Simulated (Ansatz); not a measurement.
Working through a single point from a YAML input of ZrGeSe, space group P4/nmm

Computed with the Ansatz DFT code, driven from Python.

At the Python prompt:
```pycon
>>> import json
>>> import warnings
>>> import ansatz as az
>>> import numpy as np
>>> INPUT = """
... crystal:
...   lattice:
...     - [3.69, 0.0, 0.0]
...     - [0.0, 3.69, 0.0]
...     - [0.0, 0.0, 8.24]
...   atoms:
...     - { symbol: Zr, position: [0.0, 0.5, 0.268] }
...     - { symbol: Zr, position: [0.5, 0.0, 0.732] }
...     - { symbol: Ge, position: [0.0, 0.0, 0.0] }
...     - { symbol: Ge, position: [0.5, 0.5, 0.0] }
...     - { symbol: Se, position: [0.0, 0.5, 0.618] }
...     - { symbol: Se, position: [0.5, 0.0, 0.382] }
... kpoints:
...   mp_grid: { kspacing: 0.3 }
... hamiltonian:
...   xc: pbesol
... scf:
...   occupations: { method: gaussian, width: 0.15 }
... basis:
...   ecutwfc: 510
... output:
...   forces: true
...   stress: true
... """
>>> warnings.simplefilter("ignore", az.DeckWarning)
>>> planned = az.Session.from_yaml(INPUT).plan(threads=1, pin="off")
>>> result = planned.execute()

>>> rep = result.report
>>> rep["n_iterations"], rep["closed_by"]
(8, 'deck_thresholds')
>>> print(f"free energy      {rep['free_energy_ev']:.5f} eV")
free energy      -27619.52225 eV
>>> print(f"per atom         {rep['free_energy_ev'] / len(result.lattice.sites):.5f} eV")
per atom         -4603.25371 eV
>>> print(f"SCF iterations   {rep['n_iterations']}  (converged: {rep['converged']})")
SCF iterations   8  (converged: True)
>>> # pressure is a third of the trace
>>> sigma = rep["stress_gpa"]
>>> voigt = [sigma[0][0], sigma[1][1], sigma[2][2], sigma[1][2], sigma[0][2], sigma[0][1]]
>>> print("stress xx yy zz yz xz xy (GPa, compression positive):", " ".join(f"{s:.3f}" for s in voigt))
stress xx yy zz yz xz xy (GPa, compression positive): 0.053 0.053 -1.066 -0.000 0.000 -0.000
>>> print("P =", round(10 * float(np.mean(voigt[:3])), 2), "kbar")
P = -3.2 kbar
>>> # forces, one row an atom
>>> forces = np.array(rep["forces_ev_ang"])
>>> norms = np.linalg.norm(forces, axis=1)
>>> print("largest force {:.4f} eV/A on atom {}".format(norms.max(), norms.argmax()))
largest force 0.4851 eV/A on atom 0
>>> print(np.array2string(forces, precision=4, suppress_small=True))
[[-0.      0.     -0.4851]
 [ 0.      0.      0.4851]
 [-0.      0.     -0.    ]
 [ 0.      0.      0.    ]
 [ 0.      0.      0.0901]
 [-0.      0.     -0.0901]]
>>> print("doubts on the final state:", rep["published_state_doubts"] or "none")
doubts on the final state: none
>>> print("warnings:", sorted({n["data"]["kind"] for n in result.notices if n["data"].get("severity") in ("warning", "doubt")}) or "none")
warnings: none
>>> keep = ["free_energy_ev", "energy_sigma0_ev", "fermi_energy_ev", "n_iterations", "converged", "magnetization_mub", "n_kpoints"]
>>> with open("zrgese.json", "w") as handle:
...     json.dump({key: rep[key] for key in keep}, handle, indent=1)
...
```

`zrgese.json`, as written:
```json
{
 "free_energy_ev": -27619.52225406972,
 "energy_sigma0_ev": -27619.515546948478,
 "fermi_energy_ev": 14.179400063265605,
 "n_iterations": 8,
 "converged": true,
 "magnetization_mub": 0.0,
 "n_kpoints": 20
}
```

Absolute energies stand on the zero of these potentials, so only differences at equal settings mean something. The starting cell is as deposited in a crystallographic database; the results hold for this polymorph, which needn't be the stable one. The whole script took 7.4 s on 1 thread of Arm Neoverse V2 (shared host), peak memory 0.52 GiB.

(Lines on the test bed's own set-up are left out of the output.)
